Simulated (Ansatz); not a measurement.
# BLYP/def2-SVP (core potential) run of SnHCl3O (SMILES [OH][Sn]([Cl])([Cl])[Cl])

What is the vertical ionisation energy of SnHCl3O at BLYP/def2-SVP (core potential)? 

The calculation is run with Ansatz 0.2.0.

80 further runs of the same task are left out: 6 that didn't finish, 74 set aside as unsound or not needed.

### 1 The molecule

SnHCl3O has 6 atoms, charge 0, and is taken as a singlet. As SMILES, `[OH][Sn]([Cl])([Cl])[Cl]`. The shape is that of a PBE0-D4/def2-TZVP optimisation.

Bond lengths: O1–Sn2 1.932 Å, Sn2–Cl3 2.281 Å, Sn2–Cl4 2.296 Å, Sn2–Cl5 2.296 Å, O1–H6 0.962 Å. Angles: O1–Sn2–Cl3 106.3°, O1–Sn2–Cl4 110.7°, O1–Sn2–Cl5 110.6°, Cl3–Sn2–Cl4 110.5°, Cl3–Sn2–Cl5 110.6°, Cl4–Sn2–Cl5 108.2°, Sn2–O1–H6 113.2°.

### 2 A single-point energy at BLYP/def2-SVP (core potential)

Contents of in.yaml:

```yaml
crystal:
  periodic: [false, false, false]
  atoms:
    - {symbol: O, position_ang: [-0.674300, 0.477500, 1.363600]}
    - {symbol: Sn, position_ang: [0.251900, -0.201000, -0.189900]}
    - {symbol: Cl, position_ang: [1.931200, -1.529700, 0.595300]}
    - {symbol: Cl, position_ang: [-1.175400, -1.411300, -1.519500]}
    - {symbol: Cl, position_ang: [1.105000, 1.525900, -1.439200]}
    - {symbol: H, position_ang: [-1.396100, 1.074500, 1.143600]}
basis:
  gaussian:
    orbitals: def2-SVP
hamiltonian:
  xc: {name: BLYP}
accuracy: high
output: {orbitals: {seedname: orbitals}}
```

Command:

```console
$ ansatz run in.yaml --threads 1 --pin off --max-ram 3480MiB --events-out events.jsonl --progress --plain --runs-dir runs
```

Standard output:

```text
Warning: RAYON_NUM_THREADS=1 ignored (pool sized by the plan → 1); use --threads N
Functional definition: BLYP
  name "BLYP"
  parameter beta = 0.0042
  parameter a = 0.04918
  parameter b = 0.132
  parameter c = 0.2533
  parameter d = 0.349
  exchange = b88_x(beta = beta)
  correlation = lyp_c(a = a, b = b, c = c, d = d)
2082 factors; integrals over basis functions are off by at most 3.4e-9 eV
mean field evaluation 1: about -45443.0660 eV, gradient 6.3e1 eV
mean field evaluation 2: about -45328.0544 eV, gradient 1.9e2 eV
mean field evaluation 4: about -45449.6418 eV, gradient 2.0e1 eV
mean field evaluation 8: about -45450.6423 eV, gradient 1.8e-1 eV
mean field evaluation 16: about -45450.6424 eV, gradient 2.9e-5 eV
mean field -45450.64240994 eV, -1670.2803010135 hartree, gradient 3.8e-8 eV, S^2 0.000000; 0 other end points of the search recorded, 0 dependent functions left out
reference -45450.64246452 eV, -1670.2803030192 hartree; 41, 41 occupied and 58, 58 virtual orbitals, 2082 factors
Total energy: -45450.64246452 eV, -1670.2803030192 hartree
```

Run time: 9.6 s. Hardware: 1 thread of Arm Neoverse V1, shared host; peak memory 0.26 GiB.

### 3 The doublet cation at the same level

in.yaml: that of step 2 with these lines changed.

```diff
@@ -1 +1,3 @@
+basis:
+  gaussian: {orbitals: def2-SVP}
 crystal:
@@ -9,7 +11,5 @@
     - {symbol: H, position_ang: [-1.396100, 1.074500, 1.143600]}
-basis:
-  gaussian:
-    orbitals: def2-SVP
-hamiltonian:
-  xc: {name: BLYP}
+total_charge: 1
+magnetization: {spin_polarized: true, initial_magnetization: 1}
+hamiltonian: {xc: {name: BLYP}}
 accuracy: high
```

Command:

```console
$ ansatz run in.yaml --threads 1 --pin off --max-ram 3480MiB --events-out events.jsonl --progress --plain --runs-dir runs
```

Standard output (excerpt; [...] marks lines left out):

```text
Warning: RAYON_NUM_THREADS=1 ignored (pool sized by the plan → 1); use --threads N
Functional definition: BLYP
  name "BLYP"
[...]
2081 factors; integrals over basis functions are off by at most 3.4e-9 eV
[...]
mean field -45440.26058086 eV, -1669.8987758318 hartree, gradient 2.0e-8 eV, S^2 0.751559; 20 other end points of the search recorded, 0 dependent functions left out
reference -45440.26063467 eV, -1669.8987778092 hartree; 41, 40 occupied and 58, 59 virtual orbitals, 2081 factors
Total energy: -45440.26063467 eV, -1669.8987778092 hartree
```

Wall time 88 s (1 thread of Arm Neoverse V1, shared host); peak memory 0.36 GiB.

### 4 Summary of results

At BLYP/def2-SVP (core potential):

```
                                          quantity           value
                     singlet SnHCl3O: total energy  -1670.28030 Eh
                      singlet SnHCl3O: HOMO energy        -7.48 eV
                      singlet SnHCl3O: LUMO energy        -3.33 eV
                    singlet SnHCl3O: HOMO–LUMO gap         4.14 eV
                      doublet cation: total energy  -1669.89878 Eh
doublet cation: HOMO energy (highest over α and β)       -13.15 eV
                              doublet cation: ⟨S²⟩           0.752
vertical ionisation energy (to the doublet cation)       10.382 eV
```

The vertical ionisation energy comes to 10.38 eV (1002 kJ/mol). −ε(HOMO) before ionisation, 7.48 eV, is 2.91 eV below this ionisation energy.
